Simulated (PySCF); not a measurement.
# [CoO2]-: relaxation and vibrations of the quintet

The task is one start of a wider search on [CoO2]-: the quintet, built as side-on. It is relaxed, tested by its Hessian and followed downhill if it is a saddle.

Program: PySCF 2.14.0. Level of theory: PBE0, basis Co def2-SVPD, O def2-SVPD, no relativity, density fitting. These are calculated values, not measurements.

## Step 1: The starting structure

3 atoms, charge -1, spin multiplicity 5.

Bond lengths: Co1–O2 1.775 Å, Co1–O3 1.775 Å, O2–O3 1.400 Å. Angles: O2–Co1–O3 46.5°, Co1–O2–O3 66.8°, Co1–O3–O2 66.8°.

```xyz
3
charge -1 multiplicity 5
Co    0.0000    0.0000   -0.5738
O     0.7000    0.0000    1.0571
O    -0.7000    0.0000    1.0571
```

## Step 2: Relaxing the quintet from the side-on start

The steps below are one call of a driver around PySCF. For each, scf.py gives the equivalent set-up of the SCF; relaxations use the driver's own optimiser. Before each start the driver seeks the lowest SCF state from one or more starting densities and follows internal instabilities, so scf.py alone need not reach the same state.

The program finds C2v symmetry in the start, which this walk keeps. Threshold on the gradient: 0.0003 Eh/bohr, with a further test on the energy change.

Input file scf.py:

```python
from pyscf import gto, scf, dft
mol = gto.M(atom='''
Co     0.000000     0.000000    -0.573815
O      0.700000    -0.000000     1.057110
O     -0.700000     0.000000     1.057110''',
    basis={'Co': 'def2-SVPD', 'O': 'def2-SVPD'},
    charge=-1, spin=4)
mf = dft.UKS(mol, xc='PBE0')
mf.grids.atom_grid = (50, 194)
aux = {'Co': 'def2-universal-JKFIT', 'O': 'def2-universal-JKFIT'}
mf = mf.density_fit(auxbasis=aux)
mf.kernel()
```

The runs that follow: Is it a minimum? Harmonic modes.

Before running it: what results should come out? Wanted: minimum; geometry; wavenumbers; dipole moment; highest occupied, lowest empty level; polar-tensor charge of Co1; zero-point energy; ⟨S²⟩.

The runs gave:

```
                                          quantity                                                            value
                                           minimum                                                     quintet, C2v
                                          geometry  Co–O 1.860 Å (×2), O–O 1.463 Å; Co–O–O 66.8° (×2), O–Co–O 46.3°
                                wavenumbers (cm⁻¹)                                     418 (b2), 546 (a1), 873 (a1)
                    dipole moment (centre of mass)                                                           2.10 D
highest occupied, lowest empty level (either spin)                                                   -0.14, 3.07 eV
                        polar-tensor charge of Co1                                                          +0.18 e
                                 zero-point energy                                                      11.0 kJ/mol
                               entropy at 298.15 K                                                  274.9 J/(mol K)
                                              ⟨S²⟩                                                            6.014
```

What this shows: The side-on start keeps its C2v symmetry and ends in a minimum. The strongest infrared band lies at 873 cm⁻¹ (a1). Most of the spin sits on Co1 (Mulliken spin 3.70, against 4 for the whole molecule). Only this shape and spin were tried, so other structures or states may lie lower. One determinant may miss the lowest occupation of an open d or f shell.
